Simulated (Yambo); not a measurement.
# Ag (Fm-3m) in Yambo: notebook

One crystal, Ag, is run at these levels: PBEsol; tasks: optical spectrum.

Program: Yambo 5.3.0. These are calculated values, not measurements. Logs are shortened: lines on timing, memory, paths and dates and some standing lists are left out, and cuts for length are marked.

### Step 1. Starting point

The structure is cubic, space group Fm-3m (No. 225). Conventional cell: a = 4.085 Å, b = 4.085 Å, c = 4.085 Å, α = 90.00°, β = 90.00°, γ = 90.00°. Around Ag (site symmetry m-3m) lie 12 Ag at 2.89 Å.

### Step 2. Optical spectrum, PBEsol

The input, optics4.in:

```
optics
chi
Chimod= "HARTREE"
% BndsRnXd
 1 | 35 |
%
NGsBlkXd= 1 Ry
% LongDrXd
 1 | 1 | 1 |
%
% QpntsRXd
 1 | 1 |
%
% EnRngeXd
 0 | 15 | eV
%
% DmRngeXd
 0.3 | 0.3 | eV
%
ETStpsXd= 200
```

The input, scf.in:

```
&CONTROL
  calculation = 'scf'
  prefix = 'pwscf'
  outdir = './tmp'
  pseudo_dir = './pseudo'
/
&SYSTEM
  ibrav = 0
  nat = 1
  ntyp = 1
  ecutwfc = 82
  nbnd = 16
  occupations = 'smearing'
  smearing = 'fd'
  degauss = 0.00367493
  force_symmorphic = .true.
/
&ELECTRONS
  conv_thr = 2d-10
  electron_maxstep = 120
  mixing_beta = 0.5
/
ATOMIC_SPECIES
Ag   107.8682 Ag.upf
CELL_PARAMETERS bohr
   0.0000000000    3.8602380411    3.8602380411
   3.8602380411    0.0000000000    3.8602380411
   3.8602380411    3.8602380411    0.0000000000
ATOMIC_POSITIONS bohr
Ag     0.0000000000    0.0000000000    0.0000000000
K_POINTS automatic
16 16 16 0 0 0
```

The input, nscf.in:

```
&CONTROL
  calculation = 'nscf'
  prefix = 'pwscf'
  outdir = './tmp'
  pseudo_dir = './pseudo'
/
&SYSTEM
  ibrav = 0
  nat = 1
  ntyp = 1
  ecutwfc = 82
  nbnd = 35
  occupations = 'smearing'
  smearing = 'fd'
  degauss = 0.00367493
  force_symmorphic = .true.
/
&ELECTRONS
  conv_thr = 1d-08
  diago_full_acc = .true.
  diago_thr_init = 1d-06
/
ATOMIC_SPECIES
Ag   107.8682 Ag.upf
CELL_PARAMETERS bohr
   0.0000000000    3.8602380411    3.8602380411
   3.8602380411    0.0000000000    3.8602380411
   3.8602380411    3.8602380411    0.0000000000
ATOMIC_POSITIONS bohr
Ag     0.0000000000    0.0000000000    0.0000000000
K_POINTS automatic
16 16 16 0 0 0
```

Potentials or basis: PseudoDojo 0.4.1 SR PBEsol standard.

Command:

```sh
$ OMP_NUM_THREADS=1 pw.x -in scf.in > scf.out
$ OMP_NUM_THREADS=1 pw.x -in nscf.in > nscf.out
$ cd tmp/pwscf.save; p2y; mv SAVE ../..; cd ../..
$ OMP_NUM_THREADS=1 yambo
$ OMP_NUM_THREADS=1 yambo -F optics4.in -J optics4 -C optics4_out
```

Yambo's report:

```text
[... sections 02.01 to 02.04 as in the set-up run ...]

  [02.05] Energies & Occupations
  ==============================

  [X] === General ===
  [X] Electronic Temperature                        :  0.258606E-1   300.100    [eV K]
  [X] Bosonic    Temperature                        :  0.258606E-1   300.100    [eV K]
  [X] Finite Temperature mode                       : yes
  [X] El. density                                   :  0.11145E+25 [cm-3]
  [X] Fermi Level                                   :  17.17566 [eV]

  [X] === Gaps and Widths ===
  [X] Conduction Band Min                           :  17.17566 [eV]
  [X] Valence Band Max                              :  17.17566 [eV]
  [X] Filled Bands                                  :   9
  [X] Metallic Bands                                :  10  10
  [X] Empty Bands                                   :   11   35

  [X] === Metallic Characters ===
  [X] N of el / N of met el                         :  19.00000   1.10698
  [X] Average metallic occ.                         :  0.276745

  [WARNING] [X] Metallic system

 [03] Transferred momenta grid and indexing
 ==========================================

 IBZ Q-points                                      :  145
 BZ  Q-points                                      :   4096

 K/Q-points units:
 rlu = crystal or reduced units; cc = cartesian coordinates; iku = interal k-units

 Q [  1]        [rlu]:  0.000000  0.000000  0.000000
 Q [  2]        [rlu]: -0.12406E-17 -0.12406E-17  0.62500E-01
 Q [  3]        [rlu]: -0.24811E-17 -0.24811E-17  0.12500
 Q [  4]        [rlu]:  0.18682E-16  0.48045E-17  0.18750
 Q [  5]        [rlu]: -0.17877E-17 -0.17877E-17  0.25000
 Q [  6]        [rlu]:  0.66774E-17  0.66774E-17  0.31250
[... 42 lines left out ...]
 Q [ 49]        [rlu]: -0.27553E-17  0.25000      0.25000
 Q [ 50]        [rlu]: -0.47100E-17  0.25000      0.31250

 Remaining 95 points informations can be written running with -fatlog

 [04] Dipoles
 ============

  [04.01] Setup: observables and procedures
  =========================================

  [WF-Oscillators/G space/Transverse up loader] Normalization (few states)  min/max  :  0.13695E-16   1.0000

  [WR./optics4//ndb.dipoles]------------------------------------------------------
   Brillouin Zone Q/K grids (IBZ/BZ)                :    145   4096    145   4096
   RL vectors                                       :  1989 [WF]
   Fragmentation                                    : yes
   Electronic Temperature                           :  300.1000 [K]
   Bosonic    Temperature                           :  300.1000 [K]
   DIP band range                                   :    1   35
   DIP band range limits                            :  10  10
   DIP e/h energy range                             : -1.000000 -1.000000 [eV]
   RL vectors in the sum                            :  1989
   [r,Vnl] included                                 : yes
   Bands ordered                                    : yes
   Direct v evaluation                              : no
   Approach used                                    : G-space v
   Dipoles computed                                 : R V P [G-space]
   Wavefunctions                                    : Perdew, Burke & Ernzerhof SOL(X)+Perdew, Burke & Ernzerhof SOL(C)

  [WARNING] [r,Vnl^pseudo] included in position and velocity dipoles.

  [WARNING] In case H contains other non local terms, these are neglected

 [05] Optics
 ===========

 [X-CG] R(p) Tot o/o(of R):    30863   999584      100

 [WARNING] The system is a metal but Drude term not included.
```

Wall time 72 s (1 thread of Arm Neoverse V2, shared host); peak memory 0.77 GiB.

Results:

```
Band gap on the k mesh, mean-field level : none (metal or under the smearing width)
```

Dielectric function (along the field direction of the input):
| energy (eV) | real part | imaginary part |
| --- | --- | --- |
| 0.30 | 5.06 | 0.03 |
| 0.68 | 5.12 | 0.07 |
| 1.06 | 5.23 | 0.11 |
| 1.43 | 5.41 | 0.18 |
| 1.81 | 5.68 | 0.29 |
| 2.19 | 6.10 | 0.49 |
| 2.56 | 6.75 | 1.05 |
| 2.94 | 7.00 | 2.39 |
| 3.32 | 6.29 | 3.46 |
| 3.69 | 5.88 | 4.05 |
| 4.07 | 4.35 | 5.25 |
| 4.45 | 3.21 | 4.53 |
| 4.82 | 2.51 | 4.31 |
| 5.20 | 1.72 | 3.56 |
| 5.58 | 1.94 | 3.03 |
| 5.95 | 1.72 | 2.86 |
| 6.33 | 1.58 | 2.40 |
| 6.71 | 1.77 | 2.12 |
| 7.09 | 1.90 | 2.04 |
| 7.46 | 1.85 | 2.08 |
| 7.84 | 1.92 | 1.89 |
| 8.22 | 1.94 | 1.98 |
| 8.59 | 1.89 | 1.92 |
| 8.97 | 1.86 | 1.91 |
| 9.35 | 1.78 | 1.90 |
| 9.72 | 1.75 | 1.82 |
| 10.10 | 1.74 | 1.77 |
| 10.48 | 1.73 | 1.84 |
| 10.85 | 1.71 | 1.72 |
| 11.23 | 1.60 | 1.73 |
| 11.61 | 1.72 | 1.62 |
| 11.98 | 1.73 | 1.72 |
| 12.36 | 1.73 | 1.75 |
| 12.74 | 1.73 | 1.81 |
| 13.12 | 1.61 | 2.00 |
| 13.49 | 1.31 | 1.94 |
| 13.87 | 1.29 | 1.80 |
| 14.25 | 1.20 | 1.82 |
| 14.62 | 1.09 | 1.68 |
| 15.00 | 1.08 | 1.61 |

Caveat: the intraband (Drude) term of the metal is left out; these spectra lack excitons.

### Step 3. Optical spectrum, PBEsol

The input, optics5.in:

```
optics
chi
Chimod= "HARTREE"
% BndsRnXd
 1 | 15 |
%
NGsBlkXd= 3 Ry
% LongDrXd
 1 | 1 | 0 |
%
% QpntsRXd
 1 | 1 |
%
% EnRngeXd
 0 | 15 | eV
%
% DmRngeXd
 0.05 | 0.05 | eV
%
ETStpsXd= 300
```

scf.in is that of step 2.

nscf.in is that of step 2.

Potentials or basis: PseudoDojo 0.4.1 SR PBEsol standard.

Command:

```sh
$ OMP_NUM_THREADS=1 pw.x -in scf.in > scf.out
$ OMP_NUM_THREADS=1 pw.x -in nscf.in > nscf.out
$ cd tmp/pwscf.save; p2y; mv SAVE ../..; cd ../..
$ OMP_NUM_THREADS=1 yambo
$ OMP_NUM_THREADS=1 yambo -F optics5.in -J optics5 -C optics5_out
```

Yambo's report:

```text
[... sections 02.01 to 02.04 as in the set-up run ...]

  [02.05] Energies & Occupations
  ==============================

  [X] === General ===
  [X] Electronic Temperature                        :  0.258606E-1   300.100    [eV K]
  [X] Bosonic    Temperature                        :  0.258606E-1   300.100    [eV K]
  [X] Finite Temperature mode                       : yes
  [X] El. density                                   :  0.11145E+25 [cm-3]
  [X] Fermi Level                                   :  17.17566 [eV]

  [X] === Gaps and Widths ===
  [X] Conduction Band Min                           :  17.17566 [eV]
  [X] Valence Band Max                              :  17.17566 [eV]
  [X] Filled Bands                                  :   9
  [X] Metallic Bands                                :  10  10
  [X] Empty Bands                                   :   11   35

  [X] === Metallic Characters ===
  [X] N of el / N of met el                         :  19.00000   1.10698
  [X] Average metallic occ.                         :  0.276745

  [WARNING] [X] Metallic system

 [03] Transferred momenta grid and indexing
 ==========================================

 IBZ Q-points                                      :  145
 BZ  Q-points                                      :   4096

 K/Q-points units:
 rlu = crystal or reduced units; cc = cartesian coordinates; iku = interal k-units

 Q [  1]        [rlu]:  0.000000  0.000000  0.000000
 Q [  2]        [rlu]: -0.12406E-17 -0.12406E-17  0.62500E-01
 Q [  3]        [rlu]: -0.24811E-17 -0.24811E-17  0.12500
 Q [  4]        [rlu]:  0.18682E-16  0.48045E-17  0.18750
 Q [  5]        [rlu]: -0.17877E-17 -0.17877E-17  0.25000
 Q [  6]        [rlu]:  0.66774E-17  0.66774E-17  0.31250
[... 42 lines left out ...]
 Q [ 49]        [rlu]: -0.27553E-17  0.25000      0.25000
 Q [ 50]        [rlu]: -0.47100E-17  0.25000      0.31250

 Remaining 95 points informations can be written running with -fatlog

 [WARNING] [Xd] User bands 1-15 break level degeneracy

 [04] Dipoles
 ============

  [04.01] Setup: observables and procedures
  =========================================

  [WF-Oscillators/G space/Transverse up loader] Normalization (few states)  min/max  :  0.17120E-16   1.0000

  [WR./optics5//ndb.dipoles]------------------------------------------------------
   Brillouin Zone Q/K grids (IBZ/BZ)                :    145   4096    145   4096
   RL vectors                                       :  1989 [WF]
   Fragmentation                                    : yes
   Electronic Temperature                           :  300.1000 [K]
   Bosonic    Temperature                           :  300.1000 [K]
   DIP band range                                   :   1  15
   DIP band range limits                            :  10  10
   DIP e/h energy range                             : -1.000000 -1.000000 [eV]
   RL vectors in the sum                            :  1989
   [r,Vnl] included                                 : yes
   Bands ordered                                    : yes
   Direct v evaluation                              : no
   Approach used                                    : G-space v
   Dipoles computed                                 : R V P [G-space]
   Wavefunctions                                    : Perdew, Burke & Ernzerhof SOL(X)+Perdew, Burke & Ernzerhof SOL(C)

  [WARNING] [r,Vnl^pseudo] included in position and velocity dipoles.

  [WARNING] In case H contains other non local terms, these are neglected

 [05] Optics
 ===========

 [X-CG] R(p) Tot o/o(of R):    7005  218604     100

 [WARNING] The system is a metal but Drude term not included.
```

Run time: 67 s. Hardware: 1 thread of Arm Neoverse V2, shared host; peak memory 0.46 GiB.

What came out:

* Band gap on the k mesh, mean-field level: none (metal or under the smearing width)

Dielectric function (along the field direction of the input):
```csv
energy (eV),real part,imaginary part
0.25,4.83,0.00
0.75,4.92,0.01
1.25,5.10,0.02
1.76,5.44,0.05
2.26,6.12,0.10
2.76,8.60,1.18
3.26,7.72,3.58
3.76,8.69,3.25
4.31,2.35,4.51
4.82,2.00,3.21
5.32,0.83,2.67
5.82,1.51,2.77
6.32,1.21,1.79
6.82,1.67,2.29
7.32,1.97,1.80
7.88,2.16,1.91
8.38,0.95,1.92
8.88,1.83,1.71
9.38,1.67,2.06
9.88,1.58,1.96
10.38,2.42,2.23
10.89,1.91,1.40
11.44,1.41,1.37
11.94,1.68,1.75
12.44,1.63,2.38
12.94,1.67,2.18
13.44,0.48,2.14
13.95,1.06,1.95
14.45,0.77,2.29
15.00,0.78,1.50
```

Caveat: the intraband (Drude) term of the metal is left out; these spectra lack excitons.
